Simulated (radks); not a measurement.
# Taking charge from the 2s level of C⁺ in fractions

An exercise on one series of results from a longer session: the logs are not shown, and one member is left open.

The numbers are computed with radks (a radial shooting solver on a logarithmic mesh, Libxc functionals) version 1 (scalar-relativistic Kohn-Sham, r2SCAN, spin-polarised, spherical densities, finite nucleus; open shells are filled with parallel spins first), except any that are marked as measured or tabulated.

## The system

```
element            : carbon (Z = 6)
charge             : +1
electrons          : 5
configuration      : [He] 2s(up 1, down 1) 2p1
nuclear rms radius : 2.4702 fm
```

A shell typed twice in an input gives spin up, then spin down.

The first run:

The run's settings:

```text
Z 6
configuration [He] 2s1 2s1 2p1
relativity scalar-relativistic
functional r2scan,r2scan
spin polarised
nucleus finite rms 2.4702 fm
c 137.035999084
```

Among the steps run: Start: [He] 2s(up 1, down 1) 2p1.

One table of the session follows, with a row left open; its other results are not shown here.

It belongs to the step «Start: [He] 2s(up 1, down 1) 2p1». Sizes of the orbitals, from the radial functions (bohr):

| level | <r> | outermost maximum (interpolated) | 90 % within |
| --- | --- | --- | --- |
| 1s up | 0.2700 | 0.174 | 0.484 |
| 1s down | 0.2691 | 0.174 | 0.482 |
| 2s up | ? | ? | ? |
| 2s down | 1.485 | 1.19 | 2.34 |
| 2p up | 1.488 | 1.11 | 2.47 |
| 2p down | 1.542 | 1.16 | 2.56 |

Q: Estimate the row for 2s up from the others.

The run gave: <r>: 1.452; outermost maximum (interpolated): 1.17; 90 % within: 2.28. In the column «<r>» it lies between 1s up (0.2700) and 2s down (1.485).
